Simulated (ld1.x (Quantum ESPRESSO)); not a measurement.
# Pseudopotential generation for zirconium: PAW, PBEsol

Aim: build the potential from the settings below, then test how well it stands in for the atom: other configurations, scattering, ghost states and the plane-wave cutoff that it needs.

Program: ld1.x (Quantum ESPRESSO) 7.5. Reference atom: PBEsol, scalar-relativistic, spherical and spin-unpolarised. All values are calculated.

## (1) Starting point

Typed settings, in words:

* element: zirconium (Zr, Z = 40)
* type: PAW
* frozen core: [Ar] 3d10
* valence charge: 12
* reference configuration: 4s2 4p6 4d2 5s2 5p0
* partial waves: 4s (bound): rcut 2.25, rcutus 2.45 bohr; 5s (bound): rcut 2.25, rcutus 2.45 bohr; 4p (bound): rcut 1.80, rcutus 1.95 bohr; 5p (bound, empty): rcut 1.80, rcutus 1.95 bohr; 4d (bound): rcut 1.55, rcutus 2.10 bohr; 4d channel at 2 Ry: rcut 1.55, rcutus 2.10 bohr
* local potential: all-electron potential smoothed inside 1.50 bohr (lloc = -1)
* core correction: Bessel-smoothed model core, default radius (core density twice the valence density)
* augmentation charge: BESSEL, radius 1.30 bohr

The outer shells as boxes (Hund's rule for the drawing; the calculation is spin-unpolarised):

```
[Ar] core
3d [↑↓][↑↓][↑↓][↑↓][↑↓]
4s [↑↓]
4p [↑↓][↑↓][↑↓]
4d [↑ ][↑ ][  ][  ][  ]
5s [↑↓]
5p [  ][  ][  ]
```

An earlier all-electron run gives the scale for the radii.

All-electron outer shells of the reference configuration (PBEsol, scalar-relativistic, ld1.x):

```
shell  level (eV)  outermost node (bohr)  outermost maximum (bohr)
   3p     -317.38                   0.18                      0.40
   3d     -174.70                      –                      0.35
   4s      -54.46                   0.55                      1.08
   4p      -32.43                   0.56                      1.17
   5s       -4.46                   1.47                      3.15
   4d       -3.61                   0.58                      1.61
   5p       -1.45                   1.70                      4.10
```

## (2) Generation

Input file Zr.in:

```
 &input
   title='Zr', zed=40., rel=1, dft='PBESOL', iswitch=3,
   config='[Kr] 4d2 5s2 5p0',
   nld=3, rlderiv=2.65, eminld=-6.0, emaxld=5.0, deld=0.02
 /
 &inputp
   pseudotype=3, lpaw=.true., tm=.true., lloc=-1, rcloc=1.50,
   nlcc=.true., new_core_ps=.true.,
   which_augfun='BESSEL', rmatch_augfun=1.30,
   file_pseudopw='Zr.UPF', file_wfcaegen='ae.wfc', file_wfcncgen='nc.wfc', file_beta='beta', file_chi='chi', file_wfcusgen='us.wfc'
 /
6
4S  1  0   2.00   0.00  2.25  2.45  0.0
5S  2  0   2.00   0.00  2.25  2.45  0.0
4P  2  1   6.00   0.00  1.80  1.95  0.0
5P  3  1   0.00   0.00  1.80  1.95  0.0
4D  3  2   2.00   0.00  1.55  2.10  0.0
4D  3  2   0.00   2.00  1.55  2.10  0.0
 &test
   configts(1)='4s2 4p6 4d2 5s2 5p0'
 /
```

Run with:

```bash
$ ld1.x < Zr.in > Zr.out
```

What the program wrote to Zr.out (without the banner and most projector matrices):

```text
     Program LD1 v.7.5
     --------------------------- All-electron run ----------------------------

     Zr
     scalar relativistic calculation

     atomic number is 40.00
     dft =PBESOL   lsd =0 sic =0 latt =0  beta=0.20 tr2=1.0E-14
     Exchange-correlation= PBESOL
                           (   1   4  10   8   0   0   0)
     mesh =1225 r(mesh) = 100.59681 a.u. xmin = -7.00 dx = 0.01250
     1 Ry =  13.60569312 eV, c = 137.03599908

     n l     nl                  e(Ry)          e(Ha)          e(eV)
     1 0     1S 1( 2.00)     -1309.2595      -654.6298    -17813.3831
     2 0     2S 1( 2.00)      -181.4208       -90.7104     -2468.3563
     2 1     2P 1( 6.00)      -161.8179       -80.9090     -2201.6449
     3 0     3S 1( 2.00)       -29.7112       -14.8556      -404.2418
     3 1     3P 1( 6.00)       -23.3268       -11.6634      -317.3773
     4 0     4S 1( 2.00)        -4.0024        -2.0012       -54.4555
     4 1     4P 1( 6.00)        -2.3835        -1.1917       -32.4290
     3 2     3D 1(10.00)       -12.8400        -6.4200      -174.6977
     4 2     4D 1( 2.00)        -0.2654        -0.1327        -3.6116
     5 0     5S 1( 2.00)        -0.3281        -0.1641        -4.4645
     5 1     5P 1( 0.00)        -0.1068        -0.0534        -1.4534

     final scf error:  9.9E-15 reached in  24 iterations

     Etot =   -7192.968336 Ry,   -3596.484168 Ha,  -97865.319830 eV

     Ekin =    7395.350392 Ry,    3697.675196 Ha,  100618.867970 eV
     Encl =  -17324.166849 Ry,   -8662.083424 Ha, -235707.297756 eV
     Eh   =    2959.479937 Ry,    1479.739969 Ha,   40265.775833 eV
     Exc  =    -223.631817 Ry,    -111.815909 Ha,   -3042.665877 eV

     normalization and overlap integrals

     s(1S/1S) =  1.000000  <r> =   0.0371  <r2> =    0.0019  r(max) =   0.0241
     s(2S/2S) =  1.000000  <r> =   0.1627  <r2> =    0.0312  r(max) =   0.1368
     s(2P/2P) =  1.000000  <r> =   0.1418  <r2> =    0.0246  r(max) =   0.1093
     s(3S/3S) =  1.000000  <r> =   0.4588  <r2> =    0.2414  r(max) =   0.4060
     s(3P/3P) =  1.000000  <r> =   0.4624  <r2> =    0.2492  r(max) =   0.4010
     s(4S/4S) =  1.000000  <r> =   1.2127  <r2> =    1.6688  r(max) =   1.0764
     s(4P/4P) =  1.000000  <r> =   1.3690  <r2> =    2.1534  r(max) =   1.1748
     s(3D/3D) =  1.000000  <r> =   0.4527  <r2> =    0.2479  r(max) =   0.3451
     s(4D/4D) =  1.000000  <r> =   2.2978  <r2> =    6.6186  r(max) =   1.6058
     s(5S/5S) =  1.000000  <r> =   3.7097  <r2> =   15.7075  r(max) =   3.1538
     s(5P/5P) =  1.000000  <r> =   5.1028  <r2> =   30.3280  r(max) =   4.1005

     ------------------------ End of All-electron run ------------------------

     --------------------- Generating PAW atomic setup --------------------

      Generating local potential from pseudized AE potential:
      Matching radius rcloc =   1.5000

      Local pseudo, rcloc= 1.509 Estimated cut-off energy=    10.88 Ry

      Computing core charge for nlcc:

       r > 0.80 : true rho core
      Core charge pseudized with two Bessel functions
      Integrated core pseudo-charge :  14.72
      Wfc-us  4S rcutus= 2.426  Estimated cut-off energy=     9.81 Ry
      Wfc-us  5S rcutus= 2.426  Estimated cut-off energy=    20.10 Ry
      Wfc-us  4P rcutus= 1.937  Estimated cut-off energy=    22.20 Ry
      Wfc-us  5P rcutus= 1.937  Estimated cut-off energy=    39.04 Ry
      Wfc-us  4D rcutus= 2.088  Estimated cut-off energy=    26.02 Ry
      Wfc-us  4D rcutus= 2.088  Estimated cut-off energy=    42.71 Ry

     Required augmentation: BESSEL   radius:    1.300000
     Suggested rho cutoff for augmentation:  57.44 Ry

     Estimated PAW energy = -302.524381 Ryd

     The PAW screened D coefficients
     2.69027     5.09550     0.00000     0.00000     0.00000     0.00000
     5.09550     4.76924     0.00000     0.00000     0.00000     0.00000
     0.00000     0.00000     1.46874     0.64294     0.00000     0.00000
     0.00000     0.00000     0.64294     0.19861     0.00000     0.00000
     0.00000     0.00000     0.00000     0.00000     0.07956     0.19309
     0.00000     0.00000     0.00000     0.00000     0.19309     0.16120

     The PAW descreened D coefficients (US)
     4.42969    -0.80880     0.00000     0.00000     0.00000     0.00000
    -0.80880    -1.93186     0.00000     0.00000     0.00000     0.00000
     0.00000     0.00000     1.11446    -0.12820     0.00000     0.00000
     0.00000     0.00000    -0.12820    -0.19676     0.00000     0.00000
     0.00000     0.00000     0.00000     0.00000     0.78916     0.49093
     0.00000     0.00000     0.00000     0.00000     0.49093     0.01394

     ------------------- End of pseudopotential generation -------------------

     [... the all-electron block is printed once more ...]


     Computing logarithmic derivative in   2.66416
     Computing logarithmic derivative in   2.66416
     Computing the partial wave expansion
     R is outside the sphere for l=    0 j= 0.00
     R is outside the sphere for l=    0 j= 0.00
     R is outside the sphere for l=    1 j= 0.00
     R is outside the sphere for l=    1 j= 0.00
     R is outside the sphere for l=    2 j= 0.00
     R is outside the sphere for l=    2 j= 0.00

     ---------------------- Testing the pseudopotential ----------------------

     Zr
     scalar relativistic calculation

     atomic number is 40.00   valence charge is 12.00
     dft = SLA  PW   PSX  PSC   lsd =0 sic =0 latt =0  beta=0.20 tr2=1.0E-14
     mesh =1225 r(mesh) = 100.59681 xmin = -7.00 dx = 0.01250

     n l     nl             e AE (Ry)        e PS (Ry)    De AE-PS (Ry)
     1 0     4S   1( 2.00)       -4.00241       -4.00238       -0.00003
     2 1     4P   1( 6.00)       -2.38349       -2.38346       -0.00002
     3 2     4D   1( 2.00)       -0.26544       -0.26543       -0.00001
     2 0     5S   1( 2.00)       -0.32814       -0.32813       -0.00000
     3 1     5P   1( 0.00)       -0.10682       -0.10682       -0.00000

     eps = 2.1E-16  iter =  6

     Etot =   -7192.968336 Ry,   -3596.484168 Ha,  -97865.319830 eV
     Etotps =  -302.524384 Ry,    -151.262192 Ha,   -4116.053926 eV

     Ekin =     137.209558 Ry,      68.604779 Ha,    1866.831145 eV
     Encl =    -290.002960 Ry,    -145.001480 Ha,   -3945.691281 eV
     Ehrt =      73.900866 Ry,      36.950433 Ha,    1005.472500 eV
     Ecxc =    -223.631847 Ry,    -111.815924 Ha,   -3042.666289 eV
     (Ecc =     -49.771496 Ry,     -24.885748 Ha,    -677.175697 eV)

     ---------------------- End of pseudopotential test ----------------------
```

Run time: 1.6 s. Hardware: 1 thread of Neoverse-V1, shared host. (Generation and the later configuration tests together.)

All-electron and pseudo partial waves u(r) = r·R(r), from the program's wave files:

| r (bohr) | 5s AE | 5s PS | 4d AE | 4d PS |
| --- | --- | --- | --- | --- |
| 0.123 | 0.1037 | 0.2249 | -0.1377 | 0.0015 |
| 0.245 | -0.0988 | 0.4302 | -0.2916 | 0.0118 |
| 0.368 | -0.1626 | 0.6030 | -0.2663 | 0.0380 |
| 0.490 | -0.0559 | 0.7284 | -0.1288 | 0.0838 |
| 0.613 | 0.0930 | 0.8005 | 0.0461 | 0.1504 |
| 0.735 | 0.2073 | 0.8158 | 0.2138 | 0.2330 |
| 0.858 | 0.2659 | 0.7775 | 0.3589 | 0.3265 |
| 0.980 | 0.2703 | 0.6936 | 0.4735 | 0.4208 |
| 1.103 | 0.2329 | 0.5737 | 0.5595 | 0.5090 |
| 1.225 | 0.1676 | 0.4324 | 0.6186 | 0.5820 |
| 1.348 | 0.0857 | 0.2802 | 0.6563 | 0.6362 |
| 1.470 | -0.0022 | 0.1313 | 0.6761 | 0.6692 |
| 1.593 | -0.0908 | -0.0077 | 0.6824 | 0.6828 |
| 1.715 | -0.1744 | -0.1285 | 0.6785 | 0.6809 |
| 1.838 | -0.2517 | -0.2307 | 0.6669 | 0.6685 |
| 1.960 | -0.3200 | -0.3128 | 0.6502 | 0.6506 |
| 2.083 | -0.3799 | -0.3786 | 0.6297 | 0.6297 |
| 2.205 | -0.4305 | -0.4306 | 0.6071 | 0.6071 |
| 2.328 | -0.4730 | -0.4731 | 0.5830 | 0.5830 |
| 2.450 | -0.5073 | -0.5073 | 0.5585 | 0.5585 |
| 2.573 | -0.5346 | -0.5346 | 0.5336 | 0.5336 |
| 2.695 | -0.5551 | -0.5551 | 0.5091 | 0.5091 |
| 2.818 | -0.5699 | -0.5699 | 0.4849 | 0.4849 |
| 2.940 | -0.5793 | -0.5793 | 0.4614 | 0.4614 |
| 3.063 | -0.5841 | -0.5841 | 0.4383 | 0.4383 |
| 3.185 | -0.5848 | -0.5848 | 0.4162 | 0.4162 |

## (3) Configuration tests

Input file Zr.test.in:

```
 &input
   title='Zr', zed=40., rel=1, dft='PBESOL', iswitch=2,
   config='[Kr] 4d2 5s2 5p0'
 /
 &test
   file_pseudo='Zr.UPF', nconf=8,
   configts(1)='4s2 4p6 4d2 5s2 5p0',
   configts(2)='4s2 4p6 4d2 5s1 5p0',
   configts(3)='4s2 4p6 4d2 5s0 5p0',
   configts(4)='4s2 4p6 4d1 5s0 5p0',
   configts(5)='4s2 4p5 4d2 5s2 5p0',
   configts(6)='4s2 4p6 4d1 5s2 5p1',
   configts(7)='4s2 4p6 4d0 5s0 5p0',
   configts(8)='4s2 4p6 4d3 5s1 5p0'
 /
```

Run with:

```bash
$ ld1.x < Zr.test.in > Zr.test.out
```

Zr.test.out, the pseudopotential blocks:

```text
     ---------------------- Testing the pseudopotential ----------------------

     Zr
     scalar relativistic calculation

     atomic number is 40.00   valence charge is 12.00
     dft =SLA  PW   PSX  PSC   lsd =0 sic =0 latt =0  beta=0.20 tr2=1.0E-14
     mesh =1225 r(mesh) = 100.59681 xmin = -7.00 dx = 0.01250

     n l     nl             e AE (Ry)        e PS (Ry)    De AE-PS (Ry)
     1 0     4S   1( 2.00)       -4.00241       -4.00238       -0.00003
     2 1     4P   1( 6.00)       -2.38349       -2.38346       -0.00002
     3 2     4D   1( 2.00)       -0.26544       -0.26543       -0.00001
     2 0     5S   1( 2.00)       -0.32814       -0.32813       -0.00000
     3 1     5P   1( 0.00)       -0.10682       -0.10682       -0.00000

     eps = 2.1E-16  iter =  6

     Etot =   -7192.968336 Ry,   -3596.484168 Ha,  -97865.319830 eV
     Etotps =  -302.524384 Ry,    -151.262192 Ha,   -4116.053929 eV

     Ekin =     137.209559 Ry,      68.604779 Ha,    1866.831147 eV
     Encl =    -290.002961 Ry,    -145.001480 Ha,   -3945.691288 eV
     Ehrt =      73.900866 Ry,      36.950433 Ha,    1005.472502 eV
     Ecxc =    -223.631847 Ry,    -111.815924 Ha,   -3042.666289 eV
     (Ecc =     -49.771496 Ry,     -24.885748 Ha,    -677.175697 eV)

     ---------------------- End of pseudopotential test ----------------------

     ---------------------- Testing the pseudopotential ----------------------

     Zr
     [...]
     n l     nl             e AE (Ry)        e PS (Ry)    De AE-PS (Ry)
     1 0     4S   1( 2.00)       -4.49426       -4.49445        0.00020
     2 1     4P   1( 6.00)       -2.87558       -2.87542       -0.00017
     3 2     4D   1( 2.00)       -0.73531       -0.73521       -0.00010
     2 0     5S   1( 1.00)       -0.73321       -0.73313       -0.00008
     3 1     5P   1( 0.00)       -0.45904       -0.45897       -0.00007

     eps = 3.5E-15  iter = 10

     Etot =   -7192.441299 Ry,   -3596.220650 Ha,  -97858.149121 eV
     Etotps =  -301.997318 Ry,    -150.998659 Ha,   -4108.882834 eV
     dEtot_ae =       0.527037 Ry
     dEtot_ps =       0.527066 Ry,   Delta E=      -0.000028 Ry

     [...]
     ---------------------- End of pseudopotential test ----------------------

     ---------------------- Testing the pseudopotential ----------------------

     Zr
     [...]
     n l     nl             e AE (Ry)        e PS (Ry)    De AE-PS (Ry)
     1 0     4S   1( 2.00)       -5.06608       -5.06593       -0.00014
     2 1     4P   1( 6.00)       -3.44544       -3.44526       -0.00018
     3 2     4D   1( 2.00)       -1.26900       -1.26901        0.00002
     2 0     5S   1( 0.00)       -1.16888       -1.16911        0.00023
     3 1     5P   1( 0.00)       -0.84486       -0.84484       -0.00001

     eps = 1.7E-15  iter = 10

     Etot =   -7191.492496 Ry,   -3595.746248 Ha,  -97845.240004 eV
     Etotps =  -301.048397 Ry,    -150.524199 Ha,   -4095.972111 eV
     dEtot_ae =       1.475840 Ry
     dEtot_ps =       1.475986 Ry,   Delta E=      -0.000146 Ry

     [...]
     ---------------------- End of pseudopotential test ----------------------

     ---------------------- Testing the pseudopotential ----------------------

     Zr
     [...]
     n l     nl             e AE (Ry)        e PS (Ry)    De AE-PS (Ry)
     1 0     4S   1( 2.00)       -5.99017       -5.98803       -0.00215
     2 1     4P   1( 6.00)       -4.34672       -4.34512       -0.00160
     3 2     4D   1( 1.00)       -2.06937       -2.06867       -0.00070
     2 0     5S   1( 0.00)       -1.77036       -1.77136        0.00099
     3 1     5P   1( 0.00)       -1.37819       -1.37810       -0.00008

     eps = 4.2E-15  iter = 15

     Etot =   -7189.832526 Ry,   -3594.916263 Ha,  -97822.654958 eV
     Etotps =  -299.388709 Ry,    -149.694355 Ha,   -4073.390902 eV
     dEtot_ae =       3.135810 Ry
     dEtot_ps =       3.135675 Ry,   Delta E=       0.000136 Ry

     [...]
     ---------------------- End of pseudopotential test ----------------------
```

4 tests gave no usable energy difference (4s2 4p5 4d2 5s2 5p0; 4s2 4p6 4d1 5s2 5p1; 4s2 4p6 4d0 5s0 5p0; 4s2 4p6 4d3 5s1 5p0); the test run stopped with "negative rho".

Excitation and ionisation energies from 4s2 4p6 4d2 5s2 5p0, with the error of the potential.

```tsv
valence configuration	charge	ΔE all-electron (eV)	error AE − PS (meV)
4s2 4p6 4d2 5s1 5p0	+1	7.171	-0.4
4s2 4p6 4d2 5s0 5p0	+2	20.080	-2.0
4s2 4p6 4d1 5s0 5p0	+3	42.665	+1.9
```

## (4) Scattering by logarithmic derivatives

Taken from the files of the generation run. The phase is arctan(r·u′/u) with u = r·R, unwrapped, with energies in Ry. A pole is an energy at which the radial function vanishes at the test radius. The pseudo phase is shifted by a multiple of π to meet the all-electron one at the reference energy. Levels narrower than the energy grid can be missing from the poles. Left out: s, where the overlap operator is not positive , so their phases aren't trusted. The last column is the largest difference on the grid between −1 and +1 Ry.

```tsv
channel	radius (bohr)	reference (Ry)	poles AE	poles PS	window around the reference with phases within 0.05 rad (Ry)	largest difference near zero (rad)
p	2.66	-0.11	-2.23, 4.21	-2.23, 4.26	the whole range	0.001
d	2.66	-0.27	0.42	0.42	the whole range	0.000
```

Phases (rad) along the scan:

| E (Ry) | p AE | p PS | d AE | d PS |
| --- | --- | --- | --- | --- |
| -6.00 | 1.403 | 1.403 | 1.415 | 1.415 |
| -5.48 | 1.393 | 1.393 | 1.407 | 1.407 |
| -4.96 | 1.381 | 1.381 | 1.398 | 1.398 |
| -4.44 | 1.365 | 1.365 | 1.387 | 1.387 |
| -3.92 | 1.341 | 1.341 | 1.374 | 1.374 |
| -3.40 | 1.301 | 1.301 | 1.358 | 1.358 |
| -2.88 | 1.183 | 1.183 | 1.336 | 1.337 |
| -2.36 | -1.367 | -1.367 | 1.306 | 1.306 |
| -1.84 | -1.728 | -1.728 | 1.258 | 1.258 |
| -1.32 | -1.810 | -1.810 | 1.166 | 1.167 |
| -0.80 | -1.883 | -1.883 | 0.890 | 0.890 |
| -0.28 | -1.988 | -1.988 | -0.750 | -0.750 |
| 0.24 | -2.189 | -2.189 | -1.495 | -1.495 |
| 0.76 | -2.710 | -2.709 | -1.667 | -1.667 |
| 1.28 | -3.732 | -3.730 | -1.777 | -1.777 |
| 1.80 | -4.273 | -4.271 | -1.904 | -1.904 |
| 2.32 | -4.478 | -4.476 | -2.143 | -2.143 |
| 2.84 | -4.580 | -4.578 | -2.840 | -2.837 |
| 3.36 | -4.644 | -4.641 | -3.946 | -3.940 |
| 3.88 | -4.689 | -4.686 | -4.355 | -4.351 |
| 4.40 | -4.725 | -4.721 | -4.511 | -4.507 |
| 4.92 | -4.758 | -4.752 | -4.593 | -4.589 |

## (5) Plane-wave convergence, by spherical Bessel functions

This step uses the generator's waves and projectors in a separate script. Basis: spherical Bessel functions vanishing at 20 bohr, q² up to the cutoff; potential fixed at the reference.

No cutoffs are read. The overlap operator is not positive in s (lowest eigenvalue -0.020), so the test is not defined there. The ghost test is not conclusive.

## (6) What came out

```
                                                quantity                                                 value
                                                 cutoffs                                        not determined
                                            bound ghosts                                        not determined
                            largest test error (AE − PS)  -2.0 meV, for 4s2 4p6 4d2 5s0 5p0 (4 tests unsolved)
largest phase difference near zero energy, channels read                                             0.001 rad
         lowest eigenvalue of the overlap (Bessel basis)                                            -0.020 (s)
```

The overlap operator is not positive definite in s, so a plane-wave run would break down once the basis is large enough. The worst unpolarised test, 4s2 4p6 4d2 5s0 5p0, is off by 2.0 meV on 20.1 eV; by total energies transferability rates as very good where solved. The test run broke off, so later configurations gave nothing; the verdict rests on few tests. No cutoffs are read. Ghosts could not be judged. Near zero energy the phases of the channels with partial waves that could be evaluated agree within 0.001 rad. All of this concerns the isolated atom, not yet a solid.
